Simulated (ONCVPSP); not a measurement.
# An ONCV potential for osmium, from input to tests

Aim: build the potential from the settings below, then test how well it stands in for the atom: other configurations, scattering, ghost states and the plane-wave cutoff that it needs.

The numbers are computed with ONCVPSP 4.0.1.1 (patched build) (PBE, scalar-relativistic, spin-unpolarised reference atom).

### 1 Starting point

Typed settings, in words:

```
element                 : osmium (Os, Z = 76)
type                    : optimised norm-conserving Vanderbilt (ONCV)
frozen core             : [Kr] 4d10
valence charge          : 30
reference configuration : 4f14 5s2 5p6 5d6 6s2
partial waves           : 5s+6s: rc 1.65 bohr, ncon 5, nbas 9, qcut 8.3 1/bohr, 2 projectors; 5p: rc 1.90 bohr, ncon 5, nbas 10, qcut 6.4 1/bohr, 2 projectors, debl 1.9 Ha; 5d: rc 2.60 bohr, ncon 4, nbas 9, qcut 6.2 1/bohr, 2 projectors, debl 1.6 Ha; 4f: rc 0.65 bohr, ncon 4, nbas 8, qcut 26.9 1/bohr, 3 projectors, debl 1.5 Ha
local potential         : polynomial inside 0.60 bohr (lpopt 5, dvloc0 -1 Ha)
core correction         : polynomial model core, fcfact 0.45
```

The outer shells as boxes (Hund's rule for the drawing; the calculation is spin-unpolarised):

```
[Kr] core
4d [↑↓][↑↓][↑↓][↑↓][↑↓]
4f [↑↓][↑↓][↑↓][↑↓][↑↓][↑↓][↑↓]
5s [↑↓]
5p [↑↓][↑↓][↑↓]
5d [↑↓][↑ ][↑ ][↑ ][↑ ]
6s [↑↓]
```

An earlier all-electron run gives the scale for the radii.

All-electron outer shells of the reference configuration (PBE, scalar-relativistic, ld1.x):

```json
{"shell": "4d", "level (eV)": "-272.86", "outermost node (bohr)": "0.21", "outermost maximum (bohr)": "0.44"}
{"shell": "5s", "level (eV)": "-91.55", "outermost node (bohr)": "0.51", "outermost maximum (bohr)": "0.91"}
{"shell": "4f", "level (eV)": "-51.98", "outermost node (bohr)": "–", "outermost maximum (bohr)": "0.40"}
{"shell": "5p", "level (eV)": "-50.84", "outermost node (bohr)": "0.55", "outermost maximum (bohr)": "1.03"}
{"shell": "5d", "level (eV)": "-6.25", "outermost node (bohr)": "0.60", "outermost maximum (bohr)": "1.36"}
{"shell": "6s", "level (eV)": "-6.15", "outermost node (bohr)": "1.20", "outermost maximum (bohr)": "2.48"}
{"shell": "6p", "level (eV)": "-1.27", "outermost node (bohr)": "1.44", "outermost maximum (bohr)": "3.56"}
```

### 2 The generation run

Os.dat reads:

```
# ATOM AND REFERENCE CONFIGURATION
# atsym  z   nc   nv     iexc    psfile
  Os 76.00    9    5        4      upf
#
#   n    l    f
    1    0    2.00
    2    0    2.00
    2    1    6.00
    3    0    2.00
    3    1    6.00
    3    2   10.00
    4    0    2.00
    4    1    6.00
    4    2   10.00
    4    3   14.00
    5    0    2.00
    5    1    6.00
    5    2    6.00
    6    0    2.00
#
# PSEUDOPOTENTIAL AND OPTIMIZATION
# lmax
    3
#
#   l,   rc,      ep,       ncon, nbas, qcut
    0    1.65    0.00    5    9    8.30
    1    1.90    0.00    5   10    6.40
    2    2.60    0.00    4    9    6.20
    3    0.65    0.00    4    8   26.90
#
# LOCAL POTENTIAL
# lloc, lpopt,  rc(5),   dvloc0
    4    5    0.60   -1.00
#
# VANDERBILT-KLEINMAN-BYLANDER PROJECTORs
# l, nproj, debl
    0    2    0.40
    1    2    1.90
    2    2    1.60
    3    3    1.50
#
# MODEL CORE CHARGE
# icmod, fcfact, rcfact
    1    0.45    0.00
#
# LOG DERIVATIVE ANALYSIS
# epsh1, epsh2, depsh
   -5.00    5.00    0.04
#
# OUTPUT GRID
# rlmax, drl
    6.00    0.01
#
# TEST CONFIGURATIONS
# ncnf
    4
# nvcnf
#   n    l    f
    5
    4    3   14.00
    5    0    2.00
    5    1    6.00
    5    2    6.00
    6    0    1.00
#
    5
    4    3   14.00
    5    0    2.00
    5    1    6.00
    5    2    6.00
    6    0    0.00
#
    5
    4    3   14.00
    5    0    2.00
    5    1    6.00
    5    2    5.00
    6    0    0.00
#
    5
    4    3   13.00
    5    0    2.00
    5    1    6.00
    5    2    6.00
    6    0    2.00
#
```

On the command line:

```console
$ oncvpsp.x < Os.dat > Os.out
```

**Question.** What will these runs give? Wanted: cutoffs for 1 and 0.1 mHa per electron, occupied waves; bound ghosts; GHOST(+) flags; largest miss of a reference level; largest test error; largest phase difference near zero energy, channels read; rms error of d²Exc/dn², without and with the model core; projector energies reset by the program.

**Answer**, as computed:

| quantity | value |
| --- | --- |
| cutoffs for 1 and 0.1 mHa per electron, occupied waves | 307 Ha and 335 Ha |
| bound ghosts | s at -940.65 eV, p at -263.57 eV, d at -34.75 eV |
| GHOST(+) flags | none at low energy |
| largest miss of a reference level | 14 meV (4f) |
| largest test error (AE − PS) | -623 meV, for 4f13 5s2 5p6 5d6 6s2 |
| largest phase difference near zero energy, channels read | 0.001 rad |
| rms error of d²Exc/dn², without and with the model core | 5.38 and 1.28 mHa |
| projector energies reset by the program | f: -1.910, 0.250, 1.750 Ha |

It has a bound ghost (s, p, d), a state that the atom doesn't have, and that rules the file out. By total energies transferability is poor: the largest error is 623 meV on 62.6 eV, for 4f13 5s2 5p6 5d6 6s2. That test lies far up in energy; among those under 40 eV, nearer to bonding, the largest error is 12 meV. By its cutoff, 307 Ha for the looser tolerance, it is very hard. At the looser tolerance the 4f wave is the slowest; 5s needs 26 Ha. Near zero energy the phases of the channels with partial waves agree within 0.001 rad. The pseudo curves have a pole with no partner nearby in the atom's: d at -1.24 Ha. These are tests on the free atom; a crystal test is still owed.
